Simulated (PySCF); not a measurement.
# C5H9N3O2: the cost of one run

Programs: PySCF 2.14.0, with density-fitted response routines of our own. Each step states its level of theory. These are calculated values for one molecule in the gas phase, unless marked as measured. Atoms count from 0, in the outputs and in this text.

## (1) The starting structure

19 atoms, charge 0, multiplicity 1; geometry from: GFN2-xTB.

Bonds of the start (Å): O0–N1 1.41, N1–C2 1.27, C2–C3 1.50, C3–C4 1.52, C4–C5 1.53, C5–C6 1.50, C6–N7 1.27, N7–O8 1.41, C6–N9 1.37, N9–C2 1.37, O0–H10 0.97, C3–H11 1.09, C3–H12 1.09, C4–H13 1.09, C4–H14 1.09, C5–H15 1.09, C5–H16 1.09, O8–H17 0.97, N9–H18 1.01.

## (2) Geometry optimisation at PBE0-D3(BJ)/def2-SVP

Job settings and geometry (Å):

```
{"job": {"xc": "PBE0", "basis": "def2-SVP", "d3": "d3bj", "grid": 1, "kind": "geom"}, "charge": 0, "multiplicity": 1}
O      2.551580     1.341800     0.436990
N      2.344760    -0.054640     0.383340
C      1.154070    -0.421340     0.128740
C      0.870080    -1.890330     0.033760
C     -0.560660    -2.177680     0.473950
C     -1.522160    -1.364650    -0.390200
C     -1.197470     0.095390    -0.288010
N     -2.146700     0.932320    -0.412660
O     -1.772200     2.291900    -0.329290
N      0.108500     0.438600    -0.070660
H      3.494680     1.417860     0.626760
H      1.597760    -2.427670     0.640570
H      1.004790    -2.203200    -1.005780
H     -0.777190    -3.241940     0.374020
H     -0.683730    -1.903720     1.523810
H     -1.423070    -1.669710    -1.436050
H     -2.560340    -1.513970    -0.096350
H     -2.607410     2.758730    -0.454680
H      0.312040     1.428600     0.008690
```

**Question.** How long does this first job take on 8 threads of AMD EPYC (Zen 3), shared host?

About 2.6 min.
